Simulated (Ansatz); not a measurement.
The system is LiCaF3.

```
Ca F Li
1.0
     3.76124    0.00000    0.00000
     0.00000    3.76124    0.00000
     0.00000    0.00000    3.76124
Ca F Li
1 3 1
Direct
  0.00000 0.00000 0.00000
  0.50000 0.00000 0.50000
  0.50000 0.50000 0.00000
  0.00000 0.50000 0.50000
  0.50000 0.50000 0.50000
```

The cell comes from a database or a generator and needn't be the stable form of this composition.

Base run:

| Quantity | Value |
| --- | --- |
| Program | Ansatz 0.2.0 |
| Functional | PBEsol |
| Potentials or basis | Ansatz PAW |
| Cutoff | 420 eV |
| Density cutoff | 1680 eV |
| k mesh | 7 × 7 × 7 |
| Occupations | fermi-dirac, width 0.05 eV |
| Spin | no spin polarisation |

Its results: band gap on the k mesh 6.48 eV, indirect (least direct gap 6.55 eV); pressure -4.1 GPa.

Q: The run is repeated on the same cell with these changes: functional from PBEsol to revPBE. What comes out?

A: Band gap on the k mesh 6.60 eV, indirect (least direct gap 6.67 eV); pressure 3.7 GPa.

revPBE binds less tightly than PBEsol, so the same cell stands under more pressure.

Caveats: odd divisions of the mesh miss points on the zone boundary, where band edges often lie, so the gap on the mesh can be too wide; the PAW data sets come from PBE, with cores solved anew for the run's functional, which leaves a small shift of forces and pressure; the density of states is complete only up to the lowest level of the last band computed; the potentials were made for another functional, which shifts forces and pressure (some runs).

A k mesh can miss the band edges.

Not every run made on this cell is shown here.
